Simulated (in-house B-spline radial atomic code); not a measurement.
# Co¹¹⁺: excited configurations

How much energy does it take to promote electrons of Co¹¹⁺ to other shells? Each configuration is solved by itself and compared with the reference.

The numbers are computed with in-house B-spline radial atomic code version 1 (Dirac-Hartree-Fock, average of configuration, Fermi nucleus, basis-set limit), except any that are marked as measured or tabulated.

## 1. The system

```
element       : cobalt (Z = 27)
charge        : +11
electrons     : 16
configuration : [Ne] 3s2 3p4
Hamiltonian   : Dirac-Coulomb
nucleus       : Fermi, rms radius 3.788 fm
```

The outer shells:

[Ne] 3s2 3p4
```
[Ne] core
3s [↑↓]
3p [↑↓][↑ ][↑ ]
```

The boxes draw the filling by Hund's rule, which heavy ions in jj coupling don't follow; these runs average over all states of the configuration.

Settings, as recorded:

```ini
Z = 27
electrons = 16.0
configuration = [Ne] 3s2 3p4
hamiltonian = dirac
method = hf
spin_polarised = False
nucleus = fermi
rms_radius = 3.7875
mass_number = 59
atomic_mass = 58.933193524
speed_of_light = 137.035999084
```

From the earlier run of the reference: total energy -1343.106421 hartree. Levels, eight at most:

```tsv
orbital	occupation	energy (eV)	<r> (bohr)
1s1/2	2	-8091.25	0.05616
2s1/2	2	-1273.91	0.2523
2p1/2	2	-1141.61	0.2211
2p3/2	4	-1126.46	0.2241
3s1/2	2	-381.94	0.6864
3p1/2	1.33333	-340.83	0.6857
3p3/2	2.66667	-338.15	0.6910
```

## 2. [He] 2s2 2p5 3s2 3p4 5g1

Settings: those of step 1 with these lines changed.

```diff
@@ -2,3 +2,3 @@
 electrons = 16.0
-configuration = [Ne] 3s2 3p4
+configuration = [He] 2s2 2p5 3s2 3p4 5g1
 hamiltonian = dirac
```

Main fields of the result record, rounded:

```text
{
  "status": "converged",
  "iterations": 8,
  "energy [hartree]": {"total": -1304.70473631, "kinetic": 1326.37898108, "nuclear": -2924.57132733, "coulomb": 336.449454196, "exact_exchange": -42.9618442567},
  "breit [hartree]": {"gaunt": 0.541228, "retardation": -0.04579668, "frequency_dependence": -0.001323797},
  "qed [hartree]": {"self_energy": 0.3917683, "uehling": -0.03385815, "wichmann_kroll": 0.0002221712},
  "recoil [hartree]": 0.009784796,
  "total_with_corrections [hartree]": -1303.84271168,
  "orbitals [hartree, bohr; first row names the columns]": [
    ["name", "occ", "eps", "<r>"],
    ["1s1/2", 2.0, -301.35683, 0.056102],
    ["2s1/2", 2.0, -49.260934, 0.24934],
    ["2p1/2", 1.6667, -44.893646, 0.21575],
    ["2p3/2", 3.3333, -44.320351, 0.2186],
    ["3s1/2", 2.0, -15.129022, 0.66431],
    ["3p1/2", 1.3333, -13.641952, 0.6598],
    ["3p3/2", 2.6667, -13.533556, 0.66484],
    ["5g7/2", 0.44444, -2.8876756, 2.2767],
    ["5g9/2", 0.55556, -2.887464, 2.277]
  ],
  "sum_r [bohr^k]": {"-1": 108.3176, "1": 7.957236, "2": 9.127747},
  "energy_minus_base [hartree]": 38.401685,
  "energy_minus_base_with_corrections [hartree]": 38.3730411
}
```

Wall time 0.77 s (1 thread, shared host).

energy_minus_base is the energy less that of the reference run.

## 3. Run with [He] 2s2 2p5 3s2 3p4 7g1

Settings: those of step 2 with these lines changed.

```diff
@@ -2,3 +2,3 @@
 electrons = 16.0
-configuration = [He] 2s2 2p5 3s2 3p4 5g1
+configuration = [He] 2s2 2p5 3s2 3p4 7g1
 hamiltonian = dirac
```

Main fields:

```text
{
  "status": "converged",
  "iterations": 8,
  "energy [hartree]": {"total": -1303.29177374, "kinetic": 1324.96587782, "nuclear": -2918.20620674, "coulomb": 332.909715411, "exact_exchange": -42.9611602232},
  "breit [hartree]": {"gaunt": 0.5412314, "retardation": -0.04579717, "frequency_dependence": -0.001323817},
  "qed [hartree]": {"self_energy": 0.391769, "uehling": -0.0338582, "wichmann_kroll": 0.0002221715},
  "recoil [hartree]": 0.009771593,
  "total_with_corrections [hartree]": -1302.42975877,
  "orbitals [hartree, bohr; first row names the columns]": [
    ["name", "occ", "eps", "<r>"],
    ["1s1/2", 2.0, -301.59263, 0.056102],
    ["2s1/2", 2.0, -49.496924, 0.24934],
    ["2p1/2", 1.6667, -45.129608, 0.21575],
    ["2p3/2", 3.3333, -44.556315, 0.2186],
    ["3s1/2", 2.0, -15.365004, 0.66426],
    ["3p1/2", 1.3333, -13.877883, 0.65974],
    ["3p3/2", 2.6667, -13.769473, 0.66477],
    ["7g7/2", 0.44444, -1.4746327, 5.2622],
    ["7g9/2", 0.55556, -1.4745551, 5.2626]
  ],
  "sum_r [bohr^k]": {"-1": 108.0819, "1": 10.94244, "2": 34.80014},
  "energy_minus_base [hartree]": 39.8146476,
  "energy_minus_base_with_corrections [hartree]": 39.785994
}
```

Wall time 0.77 s (1 thread, shared host).

## 4. Configuration [Ne] 3s2 3p3 6g1

Settings: those of step 3 with these lines changed.

```diff
@@ -2,3 +2,3 @@
 electrons = 16.0
-configuration = [He] 2s2 2p5 3s2 3p4 7g1
+configuration = [Ne] 3s2 3p3 6g1
 hamiltonian = dirac
```

Main fields:

```text
{
  "status": "converged",
  "iterations": 8,
  "energy [hartree]": {"total": -1332.68015832, "kinetic": 1354.52415851, "nuclear": -2997.88926715, "coulomb": 357.725218113, "exact_exchange": -47.0402677928},
  "breit [hartree]": {"gaunt": 0.5702161, "retardation": -0.04930779, "frequency_dependence": -0.001478833},
  "qed [hartree]": {"self_energy": 0.3905704, "uehling": -0.03374145, "wichmann_kroll": 0.0002214146},
  "recoil [hartree]": 0.009831463,
  "total_with_corrections [hartree]": -1331.79384704,
  "orbitals [hartree, bohr; first row names the columns]": [
    ["name", "occ", "eps", "<r>"],
    ["1s1/2", 2.0, -298.72717, 0.056151],
    ["2s1/2", 2.0, -48.024573, 0.25183],
    ["2p1/2", 2.0, -43.176426, 0.22068],
    ["2p3/2", 4.0, -42.617545, 0.22364],
    ["3s1/2", 2.0, -14.822006, 0.67724],
    ["3p1/2", 1.0, -13.407465, 0.67333],
    ["3p3/2", 2.0, -13.30549, 0.67837],
    ["6g7/2", 0.44444, -2.0062943, 3.6455],
    ["6g9/2", 0.55556, -2.0061699, 3.6458]
  ],
  "sum_r [bohr^k]": {"-1": 111.0331, "1": 8.98214, "2": 18.11681},
  "energy_minus_base [hartree]": 10.426263,
  "energy_minus_base_with_corrections [hartree]": 10.4219058
}
```

Run time: 0.77 s. Hardware: 1 thread, shared host.

## 5. Run with [He] 2s2 2p5 3s2 3p4 3d1

Settings: those of step 4 with these lines changed.

```diff
@@ -2,3 +2,3 @@
 electrons = 16.0
-configuration = [Ne] 3s2 3p3 6g1
+configuration = [He] 2s2 2p5 3s2 3p4 3d1
 hamiltonian = dirac
```

Main fields:

```text
{
  "status": "converged",
  "iterations": 8,
  "energy [hartree]": {"total": -1312.44483761, "kinetic": 1334.07846367, "nuclear": -2954.98752735, "coulomb": 351.920372248, "exact_exchange": -43.4561461821},
  "breit [hartree]": {"gaunt": 0.5418293, "retardation": -0.04602533, "frequency_dependence": -0.001315645},
  "qed [hartree]": {"self_energy": 0.3914085, "uehling": -0.03383065, "wichmann_kroll": 0.0002219907},
  "recoil [hartree]": 0.009784217,
  "total_with_corrections [hartree]": -1311.58276528,
  "orbitals [hartree, bohr; first row names the columns]": [
    ["name", "occ", "eps", "<r>"],
    ["1s1/2", 2.0, -300.19837, 0.056099],
    ["2s1/2", 2.0, -48.108133, 0.24972],
    ["2p1/2", 1.6667, -43.736065, 0.21616],
    ["2p3/2", 3.3333, -43.163803, 0.21902],
    ["3s1/2", 2.0, -14.353391, 0.67471],
    ["3p1/2", 1.3333, -12.874477, 0.67241],
    ["3p3/2", 2.6667, -12.770555, 0.67767],
    ["3d3/2", 0.4, -10.677528, 0.62995],
    ["3d5/2", 0.6, -10.660421, 0.63138]
  ],
  "sum_r [bohr^k]": {"-1": 109.4442, "1": 6.385852, "2": 4.045861},
  "energy_minus_base [hartree]": 30.6615837,
  "energy_minus_base_with_corrections [hartree]": 30.6329875
}
```

It took 0.56 s on 1 thread, shared host.

Radial density 4πr²n(r) and radial functions P(r) = rR(r):

```tsv
r (bohr)	4πr²n	2p3/2	3p3/2	3d5/2
0.00347	1.876	0.0071	0.0031	0.0000
0.00490	3.416	0.0138	0.0060	0.0000
0.00691	6.014	0.0267	0.0116	0.0001
0.00974	10.12	0.0509	0.0221	0.0003
0.0137	15.97	0.0952	0.0413	0.0007
0.0194	23.27	0.1764	0.0765	0.0020
0.0273	29.87	0.3140	0.1358	0.0051
0.0385	32.74	0.5385	0.2317	0.0131
0.0542	29.86	0.8707	0.3706	0.0320
0.0765	24.73	1.3077	0.5434	0.0752
0.108	25.47	1.7661	0.6943	0.1657
0.152	31.97	2.0608	0.7034	0.3332
0.214	30.52	1.9800	0.4195	0.6013
0.302	17.42	1.4539	-0.2200	0.9455
0.426	11.30	0.7368	-0.9784	1.2336
0.600	13.13	0.2230	-1.3495	1.2565
0.846	7.541	0.0295	-1.0534	0.9184
1.19	1.376	-0.0010	-0.4581	0.4287
1.68	0.05544	-0.0007	-0.0925	0.1044
2.37	0.0003110	-0.0001	-0.0066	0.0102
```

On the record's full grid the radial density has clear maxima near r = 0.038, 0.18, 0.60 bohr.

## 6. Run with [He] 2s2 2p5 3s2 3p4 7f1

Settings: those of step 5 with these lines changed.

```diff
@@ -2,3 +2,3 @@
 electrons = 16.0
-configuration = [He] 2s2 2p5 3s2 3p4 3d1
+configuration = [He] 2s2 2p5 3s2 3p4 7f1
 hamiltonian = dirac
```

Main fields:

```text
{
  "status": "converged",
  "iterations": 8,
  "energy [hartree]": {"total": -1303.32706886, "kinetic": 1325.00052598, "nuclear": -2918.34544164, "coulomb": 332.985112455, "exact_exchange": -42.967265654},
  "breit [hartree]": {"gaunt": 0.5412111, "retardation": -0.04579501, "frequency_dependence": -0.001323659},
  "qed [hartree]": {"self_energy": 0.3917632, "uehling": -0.03385777, "wichmann_kroll": 0.0002221687},
  "recoil [hartree]": 0.009772276,
  "total_with_corrections [hartree]": -1302.46507652,
  "orbitals [hartree, bohr; first row names the columns]": [
    ["name", "occ", "eps", "<r>"],
    ["1s1/2", 2.0, -301.58698, 0.056102],
    ["2s1/2", 2.0, -49.490187, 0.24934],
    ["2p1/2", 1.6667, -45.123014, 0.21576],
    ["2p3/2", 3.3333, -44.549713, 0.2186],
    ["3s1/2", 2.0, -15.363005, 0.66447],
    ["3p1/2", 1.3333, -13.875934, 0.65998],
    ["3p3/2", 2.6667, -13.76762, 0.66502],
    ["7f5/2", 0.42857, -1.5100343, 5.4498],
    ["7f7/2", 0.57143, -1.5098151, 5.4508]
  ],
  "sum_r [bohr^k]": {"-1": 108.0871, "1": 11.13182, "2": 37.08518},
  "energy_minus_base [hartree]": 39.7793525,
  "energy_minus_base_with_corrections [hartree]": 39.7506763
}
```

Wall time 0.83 s (1 thread, shared host).

## 7. All configurations in order

| net move | configuration | energy above the reference (eV) | with Breit, QED, recoil (eV) | largest <r> (bohr) |
| --- | --- | --- | --- | --- |
| 3p → 6g | [Ne] 3s2 3p3 6g1 | 283.71 | 283.59 | 3.65 |
| 2p → 3d | [He] 2s2 2p5 3s2 3p4 3d1 | 834.34 | 833.57 | 0.678 |
| 2p → 5g | [He] 2s2 2p5 3s2 3p4 5g1 | 1044.96 | 1044.18 | 2.28 |
| 2p → 7f | [He] 2s2 2p5 3s2 3p4 7f1 | 1082.45 | 1081.67 | 5.45 |
| 2p → 7g | [He] 2s2 2p5 3s2 3p4 7g1 | 1083.41 | 1082.63 | 5.26 |

Quantum defects of the promoted electron, δ = n − ζ/√(−2ε) with ζ = 12 and ε its orbital energy in hartree:

| promotion | δ |
| --- | --- |
| 3p → 6g | 0.009 |
| 2p → 5g | 0.007 |
| 2p → 7f | 0.095 |
| 2p → 7g | 0.012 |

What this shows: The energies run from 283.71 eV (3p → 6g) to 1083.41 eV (2p → 7g). 4 of them lie more than 2 % above the ionisation threshold that Koopmans' theorem gives (338.15 eV), where such states can decay by emitting an electron. Of those tabulated, the defect is largest for 7f (0.09) and least for 5g (0.01): low angular momentum penetrates the core, high angular momentum stays outside it. Two partly filled shells share a symmetry and can mix in the average, which may lower the energy, for: 2p → 3d; 2p → 5g; 2p → 7f; 2p → 7g. These are averages over configurations, without correlation, not spectroscopic levels.
